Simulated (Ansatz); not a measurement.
# BF₂H₄N (built from SMILES NB(F)F.[H][H]): search for a transition state

Aim: find the saddle point of a four-centre ligand exchange that is to form B1–H6, N2–H5 and break B1–N2, H5–H6, prove it by its vibrations, and relax downhill on both sides to see what it joins.

The runs use Ansatz 0.2.0, Gaussian basis; PBE0-D4, def2-SVP first, then def2-TZVP.

128 further runs of the same task are left out: 128 set aside as unsound or not needed.

### 1 Where the work starts

The guess: 8 atoms, charge 0, spin multiplicity 1.

Atoms are counted from 1 here; the program's logs count them from 0.

Bond lengths: B1–F3 1.323 Å, B1–F4 1.323 Å, N2–H7 1.010 Å, N2–H8 1.010 Å. Angles: F3–B1–F4 119.6°, H7–N2–H8 110.0°.

Coordinates:

```mol
BF2H4N
  3D, bonds by distance, orders not assigned

  8  4  0  0  0  0  0  0  0  0999 V2000
   -0.7704   -0.3165   -0.0418 B   0  0
    0.9811    0.1077   -0.0192 N   0  0
   -1.2315   -0.5507   -1.2598 F   0  0
   -1.1285   -1.1080    0.9558 F   0  0
    0.0898    1.0741    0.2667 H   0  0
   -0.8923    1.1471    0.3321 H   0  0
    1.5170   -0.3811    0.6838 H   0  0
    1.4349    0.0274   -0.9176 H   0  0
  1  3  8  0
  1  4  8  0
  2  7  8  0
  2  8  8  0
M  END
```

Distances that are to change: B1–H6 1.52 Å, N2–H5 1.35 Å, B1–N2 1.80 Å, H5–H6 0.99 Å.

### 2 Relaxing the guess with the reacting distances held

The input, hold/in.yaml:

```yaml
crystal:
  periodic: [false, false, false]
  atoms:
    - {symbol: B, position_ang: [-0.770400, -0.316500, -0.041800]}
    - {symbol: N, position_ang: [0.981100, 0.107700, -0.019200]}
    - {symbol: F, position_ang: [-1.231500, -0.550700, -1.259800]}
    - {symbol: F, position_ang: [-1.128500, -1.108000, 0.955800]}
    - {symbol: H, position_ang: [0.089800, 1.074100, 0.266700]}
    - {symbol: H, position_ang: [-0.892300, 1.147100, 0.332100]}
    - {symbol: H, position_ang: [1.517000, -0.381100, 0.683800]}
    - {symbol: H, position_ang: [1.434900, 0.027400, -0.917600]}
basis:
  gaussian: {orbitals: def2-SVP}
hamiltonian: {xc: pbe0, dispersion: d4}
relax: {f_tol: 0.08, max_steps: 120, escape_saddle: false, constraints: [{distance: [0, 5]}, {distance: [1, 4]}, {distance: [0, 1]}, {distance: [4, 5]}]}
```

On the command line:

```sh
$ ansatz run in.yaml --threads 2 --pin off --events-out ev --progress --plain --max-ram 4352MiB
```

The runs that follow: A starting Hessian; Saddle search in the small basis; Saddle search in triple zeta; Checking the order of the point; Relaxing after a step of 0.30 Å one way along the mode; Relaxing after a step of 0.30 Å the other way along the mode.

What does the calculation give? Wanted: imaginary mode; barrier from the start side; barrier from the end side; energy of the step; pairs that change; zero-point energy at the saddle.

**Answer**, as computed:

| quantity | value |
| --- | --- |
| imaginary mode | 1484i cm⁻¹ |
| barrier from the start side | 1.803 eV |
| barrier from the end side | 1.690 eV |
| energy of the step | +0.113 eV |
| pairs that change | B1–H6 formed, N2–H5 formed, B1–N2 loosened, H5–H6 broken |
| zero-point energy at the saddle | 1.414 eV |

In words: One imaginary mode, 1484i cm⁻¹, makes this a first-order saddle. Going downhill both ways gives the intended start and end. A bond meant to break is only loosened at the end: the products stay bound as an adduct. At PBE0-D4/def2-TZVP the electronic barrier is 1.803 eV, about 70 kT at 298 K, and the step runs 0.113 eV uphill. With so stiff a mode tunnelling counts: Wigner's rough correction is a factor of 3.1 at 298 K. These are plain relaxations, not an intrinsic reaction coordinate. The ends are the nearest minima, not always the lowest complexes.
